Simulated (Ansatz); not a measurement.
# GeSb2Te4: the cost of one run

Program: Ansatz 0.2.0. Level of theory: DFT LDA, scalar-relativistic, plane waves, PAW. These are calculated values, not measurements.

### 1 The structure to begin with

It takes space group R-3m (No. 166, trigonal). Conventional cell: a = 4.319 Å, b = 4.319 Å, c = 39.684 Å, α = 90.00°, β = 90.00°, γ = 120.00°. Ge (site symmetry -3m) is surrounded by 6 Te at 3.01 Å. Sb (site symmetry 3m) has 3 Te at 3.03 Å and 3 Sb at 3.24 Å as nearest neighbours. Te (site symmetry 3m) has 3 Sb at 3.03 Å and 3 Te at 3.31 Å as nearest neighbours. Te (site symmetry 3m) is surrounded by 3 Ge at 3.01 Å and 3 Te at 3.31 Å.

Coordinates:

```xyz
7
Lattice="2.1593 1.2467 13.2280 -2.1593 1.2467 13.2280 0.0000 -2.4933 13.2280" Properties=species:S:1:pos:R:3 pbc="T T T"
Ge    0.0000    0.0000    0.0000
Sb    0.0000    0.0000    5.5792
Sb    0.0000    0.0000   34.1050
Te    0.0000    0.0000   17.0768
Te    0.0000    0.0000   22.6074
Te    0.0000    0.0000   11.5492
Te    0.0000    0.0000   28.1349
```

The structure comes from the Materials Project (structure only).

(A quick probe on a coarse mesh, which set the mesh and smearing, is not shown.)

### 3 Full relaxation

File input.yaml:

```yaml
crystal:
  lattice:
    - [2.1592890373, 1.246666107, 13.2280394098]
    - [-2.1592890373, 1.246666107, 13.2280394098]
    - [0.0, -2.4933322139, 13.2280394098]
  atoms:
    - { symbol: Ge, position: [0.0, 0.0, 0.0] }
    - { symbol: Sb, position: [0.140589, 0.140589, 0.140589] }
    - { symbol: Sb, position: [0.859411, 0.859411, 0.859411] }
    - { symbol: Te, position: [0.430317, 0.430317, 0.430317] }
    - { symbol: Te, position: [0.569683, 0.569683, 0.569683] }
    - { symbol: Te, position: [0.291028, 0.291028, 0.291028] }
    - { symbol: Te, position: [0.708972, 0.708972, 0.708972] }
basis:
  ecutwfc: 420
kpoints:
  mp_grid: { grid: [9, 9, 9] }
hamiltonian:
  xc: lda
  pseudopotentials: { kind: paw, azcp: { folder: soft_1 } }
scf:
  occupations: { method: gaussian, width: 0.1 }
output:
  forces: true
  stress: true
  eigenvalues: true
  write_density: true
  write_potential: true
  elf: true
  volumetric_format: npy
relax:
  adjacent_minimum: "off"
  f_tol: 0.005
  max_steps: 80
  cell: { stress_tol: 0.05 }
```

The run is started by

```
$ ansatz run input.yaml --threads 4 --pin off --max-ram 8192MiB --backend cpu --events-out ev --progress --plain --runs-dir out
```

Q: Estimate wall time and peak memory on 4 threads of Arm Neoverse N1, shared host.

About 4.3 min, with a peak of 1.2 GiB.
